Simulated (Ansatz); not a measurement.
**F (fcc type): how the settings move a single-point run**

How sensitive is a single-point run of F (fcc type) to its settings? A reference run comes first, then one run with altered input.

Method: reference: DFT, PBEsol, PAW with Ansatz's default frozen-core files, scalar-relativistic, in Ansatz 0.2.0.

## 1. The structure to begin with

It takes space group Fm-3m (No. 225, cubic). Conventional cell: a = 2.808 Å, b = 2.808 Å, c = 2.808 Å, α = 90.00°, β = 90.00°, γ = 90.00°. F (site symmetry m-3m) has 12 F at 1.99 Å in its first shell of neighbours.

As a file:

```
CELL_PARAMETERS angstrom
0.00000 1.40415 1.40415
1.40415 0.00000 1.40415
1.40415 1.40415 0.00000
ATOMIC_POSITIONS crystal
F 0.00000 0.00000 0.00000
```

## 2. Reference

Contents of input.yaml:

```yaml
crystal:
  lattice:
    - [0.0, 1.4041523111, 1.4041523111]
    - [1.4041523111, 0.0, 1.4041523111]
    - [1.4041523111, 1.4041523111, 0.0]
  atoms:
    - { symbol: F, position: [0.0, 0.0, 0.0] }
kpoints:
  mp_grid: { grid: [19, 19, 19] }
scf:
  occupations: { method: fermi_dirac, width: 0.08 }
hamiltonian:
  xc: pbesol
  pseudopotentials: { kind: paw }
output:
  forces: true
  stress: true
  eigenvalues: true
  populations: true
```

On the command line:

```sh
$ ansatz run input.yaml --threads 1 --pin off --max-ram 2048MiB --backend cpu --events-out ev --progress --plain --runs-dir out
```

## 3. Changing settings: preconditioner local_kerker

Changes to input.yaml since step 2:

```diff
@@ -11,2 +11,3 @@
   occupations: { method: fermi_dirac, width: 0.08 }
+  mixing: { preconditioner: local_kerker }
 hamiltonian:
```

Before running it: what results should come out? Wanted: for each run, ending; energy change; pressure; gap; force.

As calculated:

| run | ending | energy change | pressure (GPa) | gap (eV) | force (eV/Å) | cycles | time |
| --- | --- | --- | --- | --- | --- | --- | --- |
| reference | converged | 0 | 135.3 | 0.00 | 0.00 | 6 | 1.1 s |
| 1: preconditioner local_kerker | converged | 0.0 meV/atom | 135.3 | 0.00 | 0.00 | 6 | 1.1 s |

Residual by cycle in the longest SCF loop of each run; runs are numbered as in the table. The quantity is the density residual dr2, in eV.

| cycle | reference | run 1 |
| --- | --- | --- |
| 1 | 0.018 | 0.018 |
| 2 | 8.2e-4 | 0.00383 |
| 3 | 9.6e-6 | 5.1e-5 |
| 4 | 3.4e-6 | 3.6e-5 |
| 5 | 1.2e-8 | 4.2e-6 |
| 6 | 1.7e-9 | 8.9e-8 |

**Reading.** Energy and cycle count are those of the reference, so the change (mixing) left the result and the number of cycles as they were. The structure is not at rest: the sound run finds 135 GPa, so these are no properties of the relaxed crystal. 
